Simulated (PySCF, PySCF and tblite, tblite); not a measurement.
# C8H7F: conformers and averaged spectra

Which conformers does C8H7F (`C=Cc1ccc(F)cc1`) populate, and what do their averaged NMR parameters look like?

Computed with tblite 0.8.0 (tight binding) and PySCF 2.14.0 (DFT, with response routines of our own); each step states its level. Atoms count from 0 throughout.

## 1. The molecule as given

16 atoms, charge 0, multiplicity 1; geometry from: MMFF94s geometry.

Bonds of the start (Å): C0–C1 1.35, C0–H10 1.09, C0–H9 1.08, C1–C2 1.47, C1–H11 1.08, C2–C3 1.40, C2–C8 1.40, C3–C4 1.39, C3–H12 1.10, C4–C5 1.39, C4–H13 1.09, C5–C7 1.39, C5–F6 1.34, C7–C8 1.40, C7–H14 1.08, C8–H15 1.10.

## 2. GFN2-xTB relaxation, conformer 1

Job settings and geometry (Å):

```
{"job": {"xc": "GFN2-xTB", "basis": "xTB", "kind": "relax"}, "charge": 0, "multiplicity": 1}
C     -1.907500    -0.760600     2.026600
C     -1.547500     0.234800     1.194200
C     -0.385300     0.162100     0.293200
C     -0.015500    -1.013500    -0.364200
C      1.065100    -1.034700    -1.233700
C      1.756800     0.142500    -1.492300
F      2.797700     0.134500    -2.343200
C      1.400900     1.337300    -0.869600
C      0.318500     1.341600     0.012100
H     -1.387400    -1.701800     2.095000
H     -2.775800    -0.632400     2.680600
H     -2.105500     1.160300     1.210400
H     -0.567000    -1.943500    -0.175100
H      1.367800    -1.950400    -1.742600
H      1.945400     2.250000    -1.083400
H      0.031500     2.282800     0.500400
```

Started as:

```sh
$ OMP_NUM_THREADS=1 python ens_run.py task.json out
```

The driver reads the study from task.json and runs its stages one after another.

The program printed:

```text
step      E/eV     max force
  0    -690.79190    1.393
  1    -690.82469    0.915
  2    -690.84083    0.283
  3    -690.84886    0.229
  4    -690.85135    0.131
  5    -690.85208    0.092
  6    -690.85270    0.088
  7    -690.85351    0.108
  8    -690.85414    0.072
  9    -690.85463    0.054
 10    -690.85504    0.074
 11    -690.85546    0.089
 12    -690.85589    0.064
 13    -690.85627    0.058
 14    -690.85663    0.055
 15    -690.85700    0.078
 16    -690.85746    0.074
 17    -690.85803    0.076
 18    -690.85866    0.083
 19    -690.85925    0.065
 20    -690.85973    0.064
 21    -690.86014    0.063
 22    -690.86055    0.064
 23    -690.86098    0.072
 24    -690.86144    0.067
 25    -690.86189    0.056
 26    -690.86229    0.047
 27    -690.86264    0.047
 28    -690.86296    0.053
 29    -690.86331    0.059
 30    -690.86364    0.049
 31    -690.86390    0.040
 32    -690.86390    0.040
 33    -690.86400    0.035
 34    -690.86422    0.032
 35    -690.86431    0.029
 36    -690.86453    0.039
 37    -690.86466    0.036
 38    -690.86480    0.031
 39    -690.86495    0.036
 40    -690.86512    0.036
 41    -690.86526    0.031
 42    -690.86538    0.029
 43    -690.86550    0.030
 44    -690.86565    0.040
 45    -690.86581    0.041
 46    -690.86596    0.049
 47    -690.86613    0.045
 48    -690.86632    0.036
 49    -690.86651    0.039
 50    -690.86667    0.033
 51    -690.86680    0.027
 52    -690.86694    0.027
 53    -690.86707    0.032
 54    -690.86721    0.038
 55    -690.86733    0.031
 56    -690.86745    0.032
 57    -690.86756    0.032
 58    -690.86767    0.029
 59    -690.86779    0.040
 60    -690.86794    0.040
 61    -690.86814    0.048
 62    -690.86839    0.054
 63    -690.86864    0.043
 64    -690.86885    0.035
 65    -690.86903    0.031
 66    -690.86919    0.035
 67    -690.86933    0.031
 68    -690.86945    0.036
 69    -690.86959    0.039
 70    -690.86977    0.048
 71    -690.86998    0.061
 72    -690.87017    0.046
 73    -690.87032    0.031
 74    -690.87047    0.036
 75    -690.87065    0.039
 76    -690.87088    0.055
 77    -690.87105    0.022
 78    -690.87114    0.029
 79    -690.87117    0.018
 80    -690.87124    0.026
 81    -690.87128    0.025
 82    -690.87133    0.019
 83    -690.87137    0.017
 84    -690.87143    0.029
 85    -690.87150    0.037
 86    -690.87157    0.033
 87    -690.87164    0.020
 88    -690.87171    0.020
 89    -690.87177    0.030
 90    -690.87183    0.030
 91    -690.87188    0.022
 92    -690.87193    0.016
 93    -690.87198    0.021
 94    -690.87204    0.025
 95    -690.87208    0.016
 96    -690.87209    0.021
 97    -690.87213    0.013
 98    -690.87215    0.014
 99    -690.87218    0.017
100    -690.87220    0.024
101    -690.87224    0.013
102    -690.87226    0.015
103    -690.87228    0.008
104    -690.87229    0.007
105    -690.87229    0.005
106    -690.87230    0.004
107    -690.87230    0.004
108    -690.87230    0.004
```

It took 0.46 s on 1 thread of Intel Xeon 6975P-C, shared host.

The energy fell by 0.080 eV, and the atoms moved 0.28 Å (root mean square).

## 3. Shieldings, conformer 1: PBE0/pcSseg-1

Job settings and geometry (Å):

```
{"job": {"xc": "PBE0", "basis": "pcSseg-1", "kind": "nmr", "pop": true}, "charge": 0, "multiplicity": 1}
C     -2.058786    -0.789342     1.871351
C     -1.404573     0.235843     1.338659
C     -0.331782     0.171651     0.352955
C      0.101665    -1.024973    -0.221454
C      1.122865    -1.040672    -1.150318
C      1.720228     0.154569    -1.509518
F      2.721017     0.143152    -2.415776
C      1.317161     1.360006    -0.964997
C      0.292674     1.358126    -0.038924
H     -1.850584    -1.813965     1.615436
H     -2.838355    -0.636501     2.597654
H     -1.664746     1.240209     1.650356
H     -0.365290    -1.956390     0.056337
H      1.460156    -1.962304    -1.598082
H      1.801455     2.275043    -1.267739
H     -0.030703     2.294490     0.392303
```

The program printed:

```text
coarse grid: 14120 points
cycle   1  E = -408.2516861725  dE =  1.572e+00  |g| = 5.238e-01  |ddm| = 3.998e+00
cycle   2  E = -408.2260315621  dE =  2.565e-02  |g| = 6.576e-01  |ddm| = 1.065e+00
cycle   3  E = -408.3083508699  dE = -8.232e-02  |g| = 1.068e-01  |ddm| = 5.890e-01
cycle   4  E = -408.3110350458  dE = -2.684e-03  |g| = 3.781e-02  |ddm| = 1.348e-01
cycle   5  E = -408.3113646728  dE = -3.296e-04  |g| = 1.470e-02  |ddm| = 4.540e-02
cycle   6  E = -408.3114159653  dE = -5.129e-05  |g| = 3.222e-03  |ddm| = 1.794e-02
cycle   7  E = -408.3114182258  dE = -2.261e-06  |g| = 1.286e-03  |ddm| = 3.856e-03
final grid: 138872 points
cycle   8  E = -408.3707636274  dE = -3.911e-05  |g| = 7.943e-03  |ddm| = 4.928e-02
cycle   9  E = -408.3707553509  dE =  8.276e-06  |g| = 1.046e-02  |ddm| = 1.898e-02
cycle  10  E = -408.3707790813  dE = -2.373e-05  |g| = 1.730e-03  |ddm| = 1.137e-02
cycle  11  E = -408.3707796857  dE = -6.044e-07  |g| = 3.230e-04  |ddm| = 1.702e-03
cycle  12  E = -408.3707797053  dE = -1.959e-08  |g| = 1.806e-04  |ddm| = 4.282e-04
cycle  13  E = -408.3707797127  dE = -7.449e-09  |g| = 2.272e-05  |ddm| = 1.856e-04
cycle  14  E = -408.3707797128  dE = -9.152e-11  |g| = 1.176e-05  |ddm| = 3.467e-05
converged SCF energy = -408.3707797128

GIAO shielding tensors (ppm)
atom      isotropic    diamagn.    paramagn.     s11        s22        s33       span
  0 C       69.000     255.587    -186.587    -40.841     75.776    172.065    212.907
  1 C       43.253     250.145    -206.893    -70.767     57.322    143.204    213.971
  2 C       49.404     258.957    -209.553    -42.684     13.457    177.440    220.125
  3 C       57.301     253.181    -195.880    -46.007     37.564    180.347    226.354
  4 C       65.435     256.001    -190.566    -21.590     49.884    168.011    189.602
  5 C       14.036     255.188    -241.153    -71.272     30.464     82.914    154.186
  6 F      285.794     477.617    -191.823    204.435    297.120    355.826    151.391
  7 C       65.505     256.302    -190.797    -21.168     50.620    167.064    188.232
  8 C       49.259     253.035    -203.776    -47.614     36.208    159.185    206.799
  9 H       25.540      32.946      -7.406     23.185     23.719     29.716      6.530
 10 H       26.134      27.724      -1.589     24.218     24.677     29.508      5.290
 11 H       24.921      31.437      -6.516     22.294     23.479     28.990      6.697
 12 H       23.593      34.114     -10.521     19.197     23.382     28.201      9.004
 13 H       24.372      29.886      -5.515     20.790     24.920     27.404      6.614
 14 H       24.427      29.491      -5.064     21.015     24.931     27.335      6.320
 15 H       24.366      33.036      -8.670     20.978     24.145     27.975      6.997
```

Wall time 20 s (1 thread of Intel Xeon 6975P-C, shared host); peak memory 0.84 GiB.

This run: HOMO -6.64 eV, LUMO -1.14 eV; dipole 1.38 D.

## 4. Couplings, conformer 1: B3LYP/pcJ-1+6-31G*

Changed since step 3:

```diff
@@ -1,2 +1,2 @@
-{"job": {"xc": "PBE0", "basis": "pcSseg-1", "kind": "nmr", "pop": true}, "charge": 0, "multiplicity": 1}
+{"job": {"xc": "B3LYP", "basis": {"default": "6-31G*", "H": "pcJ-1", "F": "pcJ-1"}, "nuclei": ["H", "F", "P", "Si", "B"], "kind": "j"}, "charge": 0, "multiplicity": 1}
 C     -2.058786    -0.789342     1.871351
```

The program printed:

```text
coarse grid: 14120 points
cycle   1  E = -408.8724229236  dE =  1.493e+00  |g| = 5.846e-01  |ddm| = 4.029e+00
cycle   2  E = -408.8352723499  dE =  3.715e-02  |g| = 7.468e-01  |ddm| = 1.116e+00
cycle   3  E = -408.9434937265  dE = -1.082e-01  |g| = 1.312e-01  |ddm| = 6.786e-01
cycle   4  E = -408.9477612093  dE = -4.267e-03  |g| = 4.230e-02  |ddm| = 1.701e-01
cycle   5  E = -408.9481782373  dE = -4.170e-04  |g| = 1.746e-02  |ddm| = 5.313e-02
cycle   6  E = -408.9482508953  dE = -7.266e-05  |g| = 3.912e-03  |ddm| = 2.051e-02
cycle   7  E = -408.9482541474  dE = -3.252e-06  |g| = 1.748e-03  |ddm| = 4.970e-03
final grid: 138872 points
cycle   8  E = -408.8926083760  dE = -6.864e-05  |g| = 7.962e-03  |ddm| = 3.317e-02
cycle   9  E = -408.8925926322  dE =  1.574e-05  |g| = 1.190e-02  |ddm| = 1.768e-02
cycle  10  E = -408.8926229768  dE = -3.034e-05  |g| = 1.803e-03  |ddm| = 1.129e-02
cycle  11  E = -408.8926237155  dE = -7.387e-07  |g| = 4.185e-04  |ddm| = 1.777e-03
cycle  12  E = -408.8926237488  dE = -3.331e-08  |g| = 2.163e-04  |ddm| = 5.545e-04
cycle  13  E = -408.8926237595  dE = -1.076e-08  |g| = 2.668e-05  |ddm| = 2.170e-04
cycle  14  E = -408.8926237596  dE = -1.201e-10  |g| = 1.714e-05  |ddm| = 4.492e-05
converged SCF energy = -408.8926237596

Indirect spin-spin couplings (Hz)
  i      j    bonds     total        FC       PSO       DSO        SD
  6 F    9 H    7     -1.024    -0.848     0.306    -0.571     0.090
  6 F   10 H    7     -1.329    -0.979     0.423    -0.727    -0.045
  6 F   11 H    6     -0.162     0.376     0.470    -0.852    -0.156
  6 F   12 H    4      4.637     5.066     1.067    -1.335    -0.161
  6 F   13 H    3      8.567    11.897    -2.428    -0.071    -0.831
  6 F   14 H    3      8.391    11.882    -2.571    -0.083    -0.837
  6 F   15 H    4      4.700     5.098     1.082    -1.359    -0.121
  9 H   10 H    2     -1.420    -0.789     2.830    -3.460         -
  9 H   11 H    3     17.145    18.720     1.661    -3.236         -
  9 H   12 H    5      0.822    -0.157    -2.128     3.107         -
  9 H   14 H    6     -0.482    -0.139     0.623    -0.966         -
 10 H   11 H    3     12.381    12.835     0.086    -0.540         -
 10 H   13 H    6     -0.400    -0.100     0.600    -0.900         -
 10 H   14 H    6     -0.301     0.003     0.574    -0.879         -
 10 H   15 H    5      0.226     0.445     0.513    -0.732         -
 11 H   12 H    4     -1.111    -0.508     1.113    -1.716         -
 11 H   13 H    5      0.318     0.765     0.885    -1.332         -
 11 H   15 H    4      0.200    -0.542    -1.313     2.055         -
 12 H   13 H    3      9.963    10.131     0.045    -0.213         -
 12 H   14 H    5     -0.217     0.438     1.183    -1.838         -
 12 H   15 H    4      1.451     2.129     1.240    -1.918         -
 13 H   14 H    4      2.072     2.739     1.342    -2.008         -
 13 H   15 H    5     -0.282     0.376     1.197    -1.856         -
 14 H   15 H    3      9.592     9.778     0.093    -0.278         -
```

Wall time 27 s (1 thread of Intel Xeon 6975P-C, shared host); peak memory 0.95 GiB.

Key values: HOMO -6.14 eV, LUMO -0.94 eV; dipole 1.50 D.

## 5. The ensemble: properties at PBE0/pcSseg-1

Job settings and geometry (Å):

```
{"job": {"study": "conf", "smiles": "C=Cc1ccc(F)cc1", "search": {"seed": 554, "n_embed": 60, "ff_keep": 14, "window": 3.0, "nmax": 10, "temps": [220, 260, 298.15, 340, 380], "t_ref": 298.15, "order": 0.002}, "level": {"nmr": {"xc": "PBE0", "basis": "pcSseg-1"}, "j": {"xc": "B3LYP", "basis": {"default": "6-31G*", "H": "pcJ-1", "F": "pcJ-1"}, "nuclei": ["H", "F", "P", "Si", "B"]}}, "kind": "conf"}, "charge": 0, "multiplicity": 1}
C     -2.058786    -0.789342     1.871351
C     -1.404573     0.235843     1.338659
C     -0.331782     0.171651     0.352955
C      0.101665    -1.024973    -0.221454
C      1.122865    -1.040672    -1.150318
C      1.720228     0.154569    -1.509518
F      2.721017     0.143152    -2.415776
C      1.317161     1.360006    -0.964997
C      0.292674     1.358126    -0.038924
H     -1.850584    -1.813965     1.615436
H     -2.838355    -0.636501     2.597654
H     -1.664746     1.240209     1.650356
H     -0.365290    -1.956390     0.056337
H      1.460156    -1.962304    -1.598082
H      1.801455     2.275043    -1.267739
H     -0.030703     2.294490     0.392303
```

The program printed:

```text
conformer  sym    E(xTB)   E(DFT)   G(298.15 K)  weight  dipole/D
    1     Cs      0.000    0.000    0.000   1.0000    1.376

mean shielding (ppm) by class
class atoms           220 K      260 K   298.15 K      340 K      380 K
  0 C  0               69.0       69.0       69.0       69.0       69.0
  1 C  1             43.253     43.253     43.253     43.253     43.253
  2 C  2             49.404     49.404     49.404     49.404     49.404
  3 C  3,8            53.28      53.28      53.28      53.28      53.28
  4 C  4,7            65.47      65.47      65.47      65.47      65.47
  5 C  5             14.036     14.036     14.036     14.036     14.036
  6 F  6            285.794    285.794    285.794    285.794    285.794
  7 H  9              25.54      25.54      25.54      25.54      25.54
  8 H  10            26.134     26.134     26.134     26.134     26.134
  9 H  11            24.921     24.921     24.921     24.921     24.921
 10 H  12,15          23.98      23.98      23.98      23.98      23.98
 11 H  13,14         24.399     24.399     24.399     24.399     24.399
```

Wall time 48 s (1 thread of Intel Xeon 6975P-C, shared host). This counts the runs that the step sums up.

The search (ETKDG, MMFF94s, GFN2-xTB) embedded 60 structures, kept 1 distinct ones after the force field and 1 after xTB; 1 was carried on (window 3.0 kcal/mol at the search's own energies). Energies: PBE0/pcSseg-1 with D3(BJ).

Conformer by conformer (298 K):

| no. | group | mirror pair | ΔE xTB | ΔE DFT | ΔG | weight (%) | μ (D) | C0–C1–C2–C3 (°) | A, B, C (GHz) |
| --- | --- | --- | --- | --- | --- | --- | --- | --- | --- |
| 1 | Cs | no | 0.00 | 0.00 | 0.00 | 100.0 | 1.38 | 4 | 5.10, 0.98, 0.82 |

Energies in kcal/mol. ΔG holds xTB vibrations and rotation, symmetry numbers and mirror pairs.

Shifts against references run at the same level (¹⁹F CFCl3 170.9, ¹H TMS 31.72, ¹³C TMS 186.9 ppm of shielding), by class of atoms, at 298 K:

| atoms | environment | average |
| --- | --- | --- |
| C5 | aromatic carbon bearing fluorine | 172.9 |
| C1 | alkene CH | 143.7 |
| C2 | substituted aromatic carbon | 137.5 |
| C3, C8 | aromatic CH | 133.6 |
| C4, C7 | aromatic CH | 121.5 |
| C0 | terminal =CH2 carbon | 117.9 |
| H12, H15 | hydrogen on an aromatic CH | 7.74 |
| H13, H14 | hydrogen on an aromatic CH | 7.32 |
| H11 | hydrogen on an alkene CH | 6.80 |
| H9 | hydrogen on a terminal =CH2 carbon | 6.18 |
| H10 | hydrogen on a terminal =CH2 carbon | 5.58 |
| F6 | aryl fluorine | -114.8 |

Couplings (Hz, B3LYP/pcJ-1+6-31G*; one pair named for each class), from conformers that hold 100 % of the weight:

| pair | bonds | average |
| --- | --- | --- |
| H9–H10 | 2 | -1.4 |
| H9–H11 | 3 | 17.1 |
| H10–H11 | 3 | 12.4 |
| H12–H13 | 3 | 9.8 |
| F6–H13 | 3 | 8.5 |
| F6–H12 | 4 | 4.7 |
| H13–H14 | 4 | 2.1 |
| H12–H15 | 4 | 1.4 |

Effective distances for nuclear Overhauser effects, ⟨r⁻⁶⟩^(−1/6) over all pairs of two classes (Å): H9···H10 1.82; H10···H11 2.41; H9···H12 2.42; H11···H12 2.58; H12···H13 2.76; H9···H11 3.06.

## 6. Summary of results

| quantity | value |
| --- | --- |
| conformers | 1; the first in weight is no. 1 (Cs), 100 % at 298 K |
| root-mean-square dipole | 1.38 D |
| averaged ¹³C shifts (PBE0/pcSseg-1) | 172.9, 143.7, 137.5, 133.6, 121.5, 117.9 ppm |
| averaged ¹H shifts (PBE0/pcSseg-1) | 7.74, 7.32, 6.80, 6.18, 5.58 ppm |
| averaged ¹⁹F shifts (PBE0/pcSseg-1) | -114.8 ppm |

What this shows: The search found one conformer in the window, so the averages are its own values.
